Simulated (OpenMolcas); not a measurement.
# Co⁴⁺ among point charges: CASSCF and CASPT2 levels and susceptibility

How does a field of 6 point charges split the states of Co⁴⁺, and what χT follows?

Program: OpenMolcas 26.06. Level of theory: state-averaged CASSCF and CASPT2, spin-orbit coupling by RASSI with atomic mean-field integrals. These are calculated values, not measurements, unless marked.

## 1. The atom as given

```
Species                           : Co⁴⁺ (cobalt, Z = 27, 23 electrons)
Basis                             : ANO-RCC-VDZP [5s4p2d1f], 34 functions
Scalar Hamiltonian                : DKH2, point nucleus
Inactive shells                   : 1s 2s 2p 3s 3p
Active space                      : 5 electrons in 5 orbitals (3d)
Some configurations of this space : 3d⁵
Orbitals                          : optimised for each spin and parity, averaged over all roots
```

The outer shells:

3d5
```
3d [↑ ][↑ ][↑ ][↑ ][↑ ]
```

The ion sits among 6 point charges of -2.2 e arranged as a trigonal antiprism (D3d), 2.07 Å from the ion, with a polar angle of 50.9° against the regular 54.74°.

The work runs as a chain of OpenMolcas steps in one folder; each step below is one input file. Labels, J, g values, rates, χT and fits are worked out afterwards by a script from the matrices that RASSI stores. The input lists half of the charges; inversion (Group=XYZ) makes the rest.

## 2. GATEWAY and SEWARD: basis and integrals

Contents of a.inp:

```
&GATEWAY
Coord
1

Co 0.0 0.0 0.0
Basis=ANO-RCC-VDZP
Group=XYZ
NoMove
AngMom=0.0 0.0 0.0
AMFI
XField
3 Angstrom 0
0.000000 1.606510 1.305383 -2.200000
1.391278 -0.803255 1.305383 -2.200000
1.391278 0.803255 -1.305383 -2.200000
&SEWARD
```

On the command line:

```console
$ OMP_NUM_THREADS=1 MOLCAS_MEM=1689 MOLCAS_PROJECT=a pymolcas a.inp > a.log
```

The program printed:

```text
Basis set label: CO.ANO-RCC...5S4P2D1F.

      Electronic valence basis set:
      ------------------
      Associated Effective Charge  27.000000 au
      Associated Actual Charge     27.000000 au
      Nuclear Model: Point charge

      Shell  nPrim  nBasis  Cartesian Spherical Contaminant
         s      21       5        X
         p      15       4        X
         d      10       2                 X
         f       6       1                 X
                  Relativistic Douglas-Kroll-Hess integrals:
                    - DKH order of Hamiltonian: 2
                    - DKH order of Properties : 0
                  Atomic mean-field integrals
```

## 3. Reference wave functions, sextets of even parity, 1 root

Contents of a.inp:

```
&RASSCF
FileOrb=start.orb
Symmetry=1
Spin=6
nActEl=5 0 0
Inactive=3 6
Ras2=5 0
CIRoot=1 1 1
SDav=1
CIMx=300
Iter=120 100
PrWF=0.3
OrbListing=Nothing
MaxOrb=0
>>> COPY $Project.JobIph JOB001
```

start.orb holds the contracted functions of the basis, ordered by shell, or the orbitals of the step before.

The program printed, cut to the lines that bear on the results:

```text
[...]
      Number of active orbitals                  5
[...]
      Spin quantum number                      2.5
[...]
      Active orbitals                            5   0
[...]
      Number of CSFs                             1
      Number of root(s) required                 1
[...]
      Convergence after  8 iterations
[...]
      Natural orbitals and occupation numbers for root  1
      sym 1:   1.000000   1.000000   1.000000   1.000000   1.000000
::    RASSCF root number  1 Total energy:  -1401.53452629
```

## 4. Reference wave functions, quartets of even parity, 24 roots

Contents of a.inp:

```
&RASSCF
FileOrb=start.orb
Symmetry=1
Spin=4
nActEl=5 0 0
Inactive=3 6
Ras2=5 0
CIRoot=24 24 1
SDav=24
CIMx=300
Iter=120 100
PrWF=0.3
OrbListing=Nothing
MaxOrb=0
>>> COPY $Project.JobIph JOB002
```

The program printed, cut to the lines that bear on the results:

```text
[...]
      Number of active orbitals                  5
[...]
      Spin quantum number                      1.5
[...]
      Active orbitals                            5   0
[...]
      Number of CSFs                            24
      Number of root(s) required                24
[...]
      Convergence after  7 iterations
[...]
      Natural orbitals and occupation numbers for root  1
      sym 1:   1.232946   1.232947   1.000000   0.767053   0.767054
      Natural orbitals and occupation numbers for root  2
      sym 1:   1.139205   1.028577   1.279589   0.860795   0.691835
      Natural orbitals and occupation numbers for root  3
      sym 1:   1.148066   1.281472   1.016859   0.700514   0.853088
::    RASSCF root number  1 Total energy:  -1401.34476673
::    RASSCF root number  2 Total energy:  -1401.34399476
::    RASSCF root number  3 Total energy:  -1401.34399476
[...]
::    RASSCF root number 21 Total energy:  -1401.21015935
::    RASSCF root number 22 Total energy:  -1401.21015935
::    RASSCF root number 23 Total energy:  -1401.21012037
::    RASSCF root number 24 Total energy:  -1401.20989992
```

## 5. Reference wave functions, doublets of even parity, 75 roots

Contents of a.inp:

```
&RASSCF
FileOrb=start.orb
Symmetry=1
Spin=2
nActEl=5 0 0
Inactive=3 6
Ras2=5 0
CIRoot=75 75 1
SDav=75
CIMx=300
Iter=120 100
PrWF=0.3
OrbListing=Nothing
MaxOrb=0
>>> COPY $Project.JobIph JOB003
```

The program printed, cut to the lines that bear on the results:

```text
[...]
      Number of active orbitals                  5
[...]
      Spin quantum number                      0.5
[...]
      Active orbitals                            5   0
[...]
      Number of CSFs                            75
      Number of root(s) required                75
[...]
      Convergence after  7 iterations
[...]
      Natural orbitals and occupation numbers for root  1
      sym 1:   1.304030   1.012460   1.264585   0.721141   0.697784
      Natural orbitals and occupation numbers for root  2
      sym 1:   1.013000   1.304350   1.264099   0.702040   0.716511
      Natural orbitals and occupation numbers for root  3
      sym 1:   1.248592   1.020044   1.248590   0.741387   0.741388
::    RASSCF root number  1 Total energy:  -1401.26266330
::    RASSCF root number  2 Total energy:  -1401.26266330
::    RASSCF root number  3 Total energy:  -1401.26262705
[...]
::    RASSCF root number 27 Total energy:  -1401.20071155
::    RASSCF root number 28 Total energy:  -1401.20050603
::    RASSCF root number 29 Total energy:  -1401.19875638
::    RASSCF root number 30 Total energy:  -1401.19875638
```

## 6. RASSI: spin-orbit coupling between the states

Contents of a.inp:

```
&RASSI
NrOfJobIphs=3 1 24 75
1
1 2 3 4 5 6 7 8 9 10 11 12 13 14 15 16 17 18 19 20 21 22 23 24
1 2 3 4 5 6 7 8 9 10 11 12 13 14 15 16 17 18 19 20 21 22 23 24 25 26 27
28 29 30 31 32 33 34 35 36 37 38 39 40 41 42 43 44 45 46 47 48 49 50 51
52 53 54 55 56 57 58 59 60 61 62 63 64 65 66 67 68 69 70 71 72 73 74 75
IphNames
JOB001
JOB002
JOB003
EJob
SpinOrbit
DIPRint=1.0
SOCoupling=1000.0
Subsets=2
Property=9
'ANGMOM' 1 'ANGMOM' 2 'ANGMOM' 3 'MLTPL  1' 1 'MLTPL  1' 2 'MLTPL  1' 3
'AMFI' 1 'AMFI' 2 'AMFI' 3
SOProperty=3
'ANGMOM' 1 'ANGMOM' 2 'ANGMOM' 3
```

On the command line:

```console
$ OMP_NUM_THREADS=1 MOLCAS_MEM=1689 MOLCAS_PROJECT=a pymolcas a.inp > a.log
```

The program printed:

```text
SPIN-FREE ENERGIES:
  (Shifted by EMIN (a.u.) =      -1401.5345262905)

 SF State       Relative EMIN(au)   Rel lowest level(eV)    D:o, cm**(-1)      L_eff

     1             0.0000000000        0.0000000000              0.0000         0.0
     2             0.1897595653        5.1636208264          41647.4107         3.9
     3             0.1905315296        5.1846270438          41816.8372         3.9
     4             0.1905315301        5.1846270562          41816.8373         3.9
     5             0.1913091391        5.2057868760          41987.5028         4.0
     6             0.1921415036        5.2284366689          42170.1857         4.0
     7             0.1921415036        5.2284366689          42170.1857         4.0
     8             0.1925255215        5.2388863276          42254.4679         4.0
     9             0.1925255240        5.2388863951          42254.4684         4.0
    10             0.1930415519        5.2529282292          42367.7234         4.0
    11             0.2228368527        6.0636996684          48907.0361         1.5
    12             0.2228368545        6.0636997166          48907.0365         1.5
    13             0.2239238705        6.0932789301          49145.6089         1.3
    14             0.2378933695        6.4734083625          52211.5596         2.0
    15             0.2388936804        6.5006282104          52431.1025         2.0
    16             0.2388936857        6.5006283527          52431.1036         2.0
    17             0.2405456384        6.5455802752          52793.6653         1.9
    18             0.2405456450        6.5455804553          52793.6668         1.9
    26             0.2718629888        7.3977687945          59667.0293         5.9
    27             0.2718629893        7.3977688083          59667.0294         5.9
    28             0.2718992413        7.3987552744          59674.9857         6.0
    29             0.2724359705        7.4133604198          59792.7842         5.9
    30             0.2731195046        7.4319603323          59942.8026         6.0
    31             0.2731195046        7.4319603323          59942.8026         6.0
    32             0.2732348247        7.4350983495          59968.1124         5.9
    33             0.2733140844        7.4372551182          59985.5079         6.0
    34             0.2735394087        7.4433865048          60034.9609         6.0
    35             0.2735394087        7.4433865048          60034.9609         6.0
    36             0.2738124258        7.4508156767          60094.8812         6.0
    37             0.2738124262        7.4508156895          60094.8813         6.0
    38             0.2745094343        7.4697822452          60247.8569         6.0
    39             0.3048388510        8.2950877174          66904.3944         2.6
    40             0.3048388526        8.2950877621          66904.3948         2.6
    41             0.3055906432        8.3155450242          67069.3938         2.6
    42             0.3101458796        8.4394993220          68069.1526         2.2
    43             0.3101458796        8.4394993220          68069.1526         2.2
    44             0.3163954182        8.6095579298          69440.7678         3.1
    45             0.3169769850        8.6253831707          69568.4069         3.1
    46             0.3169769869        8.6253832221          69568.4074         3.1
    47             0.3177749822        8.6470977811          69743.5471         3.1
Eigenvalues of complex Hamiltonian:
   -----------------------------------
  (Shifted by EMIN (a.u.) =      -1401.5345262905)

 SO State       Relative EMIN(au)   Rel lowest level(eV)    D:o, cm**(-1)     J-value

     1            -0.0002318900        0.0000000000              0.0000         1.2
     2            -0.0002318900        0.0000000000              0.0000         1.2
     3            -0.0002310397        0.0000231365              0.1866         2.1
     4            -0.0002310397        0.0000231365              0.1866         2.1
     5            -0.0002306173        0.0000346306              0.2793         2.5
     6            -0.0002306173        0.0000346306              0.2793         2.5
     7             0.1894114002        5.1604568181          41621.8912         3.0
     8             0.1894114002        5.1604568181          41621.8912         3.0
     9             0.1894374505        5.1611656833          41627.6086         2.9
    10             0.1894374505        5.1611656833          41627.6086         2.9
    11             0.1901141118        5.1795785746          41776.1186         3.1
    12             0.1901141118        5.1795785746          41776.1186         3.1
    13             0.1902147394        5.1823167904          41798.2038         2.8
    14             0.1902147394        5.1823167904          41798.2038         2.8
    15             0.1902192962        5.1824407884          41799.2039         3.2
    16             0.1902192962        5.1824407884          41799.2039         3.2
    17             0.1904101452        5.1876340535          41841.0904         3.1
    18             0.1904101452        5.1876340535          41841.0904         3.1
    19             0.1910131329        5.2040421838          41973.4309         3.4
    20             0.1910131329        5.2040421838          41973.4309         3.4
    21             0.1910743039        5.2057067324          41986.8564         3.2
    22             0.1910743039        5.2057067324          41986.8564         3.2
    23             0.1918439050        5.2266486449          42155.7643         3.2
    24             0.1918439050        5.2266486449          42155.7643         3.2
    25             0.1919546463        5.2296620706          42180.0692         3.5
    26             0.1919546463        5.2296620706          42180.0692         3.5
    27             0.1919641513        5.2299207137          42182.1553         2.9
    28             0.1919641513        5.2299207137          42182.1553         2.9
    29             0.1919715103        5.2301209627          42183.7704         3.2
    30             0.1919715103        5.2301209627          42183.7704         3.2
    31             0.1921583491        5.2352051047          42224.7768         3.8
    32             0.1921583491        5.2352051047          42224.7768         3.8
    33             0.1922257999        5.2370405344          42239.5805         4.1
    34             0.1922257999        5.2370405344          42239.5805         4.1
    35             0.1923201197        5.2396071071          42260.2813         4.3
    36             0.1923201197        5.2396071071          42260.2813         4.3
    37             0.1924540676        5.2432520154          42289.6795         4.0
    38             0.1924540676        5.2432520154          42289.6795         4.0
    39             0.1927771088        5.2520424139          42360.5789         4.3
    40             0.1927771088        5.2520424139          42360.5789         4.3
    41             0.1928406374        5.2537711157          42374.5218         4.0
Weights of the five most important spin-orbit-free states for each spin-orbit state.

 SO State  Total energy (au)           Spin-free states, spin, and weights
 -------------------------------------------------------------------------------------------------------
    1        -0.000232       1 2.5  0.9990   12 1.5  0.0004   11 1.5  0.0004    3 1.5  0.0000    4 1.5  0.0000
    2        -0.000232       1 2.5  0.9990   12 1.5  0.0004   11 1.5  0.0004    3 1.5  0.0000    4 1.5  0.0000
    3        -0.000231       1 2.5  0.9990   13 1.5  0.0004   12 1.5  0.0003   11 1.5  0.0003    2 1.5  0.0000
    4        -0.000231       1 2.5  0.9990   13 1.5  0.0004   11 1.5  0.0003   12 1.5  0.0003    2 1.5  0.0000
    5        -0.000231       1 2.5  0.9990   13 1.5  0.0006   12 1.5  0.0002   11 1.5  0.0002    2 1.5  0.0000
    6        -0.000231       1 2.5  0.9990   13 1.5  0.0006   11 1.5  0.0002   12 1.5  0.0002    2 1.5  0.0000
    7         0.189411       2 1.5  0.9324    4 1.5  0.0249    3 1.5  0.0249    6 1.5  0.0046    7 1.5  0.0046
    8         0.189411       2 1.5  0.9324    4 1.5  0.0249    3 1.5  0.0249    6 1.5  0.0046    7 1.5  0.0046
    9         0.189437       2 1.5  0.9694    5 1.5  0.0160    4 1.5  0.0033    3 1.5  0.0033    8 1.5  0.0014
   10         0.189437       2 1.5  0.9694    5 1.5  0.0160    4 1.5  0.0033    3 1.5  0.0033    8 1.5  0.0014
   11         0.190114       3 1.5  0.4883    4 1.5  0.4883    5 1.5  0.0093    2 1.5  0.0057    8 1.5  0.0017
   12         0.190114       3 1.5  0.4883    4 1.5  0.4883    5 1.5  0.0093    2 1.5  0.0057    8 1.5  0.0017
```

These steps took 24 s in all on 1 thread of Arm Neoverse V1, shared host.

States without spin-orbit coupling:

```csv
state,degeneracy,E (cm-1),free-ion L (%)
6A1,1,0,S (100)
4A2,1,41647,G (94)
4E,2,41817,G (94)
4A1,1,41988,G (99)
4E,2,42170,G (100)
4E,2,42254,G (100)
4A1,1,42368,G (100)
4E,2,48907,P (82)
4A2,1,49146,P (95)
4A1,1,52212,D (99)
4E,2,52431,D (96)
4E,2,52794,D (90)
2E,2,59667,I (95)
2A1,1,59675,I (96)
2A2,1,59793,I (96)
2E,2,59943,I (98)
2A1,1,59968,I (98)
2A2,1,59986,I (98)
2E,2,60035,I (99)
2E,2,60095,I (100)
2A1,1,60248,I (100)
2E,2,66904,D (67)
2A1,1,67069,D (64)
2E,2,68069,D (95)
```

With spin-orbit coupling:

```
E (cm-1)  Degeneracy  Label  2S+1                g
     0.0           2   E1/2     6  0.00 0.00 10.01
     0.2           2   E3/2     6   0.00 0.00 6.01
     0.3           2   E1/2     6   2.00 6.01 6.01
   41622           2   E1/2     4   2.25 3.48 3.48
   41628           2   E3/2     4   0.00 0.00 7.45
   41776           2   E1/2     4   0.09 0.09 8.24
   41798           2   E1/2     4   1.33 2.66 2.66
   41799           2   E3/2     4   0.00 0.00 4.18
   41841           2   E1/2     4   1.96 3.02 3.02
   41973           2   E1/2     4   1.79 3.22 3.22
   41987           2   E3/2     4   0.00 0.00 4.61
   42156           2   E1/2     4   1.70 3.02 3.02
   42180           2   E1/2     4   2.61 3.36 3.36
   42182           2   E1/2     4  0.22 0.22 10.51
   42184           2   E3/2     4   0.00 0.00 7.25
   42225           2   E1/2     4   2.07 2.07 5.74
   42240           2   E1/2     4   2.03 2.03 2.35
   42260           2   E3/2     4   0.00 0.00 0.54
   42290           2   E1/2     4   0.26 0.26 4.07
   42361           2   E1/2     4   1.73 3.86 3.86
   42375           2   E3/2     4   0.00 0.00 5.77
   48239           2   E1/2     4   0.00 0.00 7.85
   48498           2   E3/2     4   0.00 0.00 3.99
   48756           2   E1/2     4   0.84 1.08 1.08
```

The table of states holds 24 of 67 computed; the rest, higher up, is left out. Principal g values are given for doublets only; a zero marks a field direction without first-order Zeeman splitting.

Powder χT (cm³ K/mol): 4.38 at 2 K, 4.38 at 5 K, 4.38 at 10 K, 4.39 at 20 K, 4.39 at 50 K, 4.39 at 100 K, 4.39 at 150 K, 4.39 at 200 K, 4.39 at 250 K, 4.39 at 300 K.

(Part 1 of 2 ends here.)
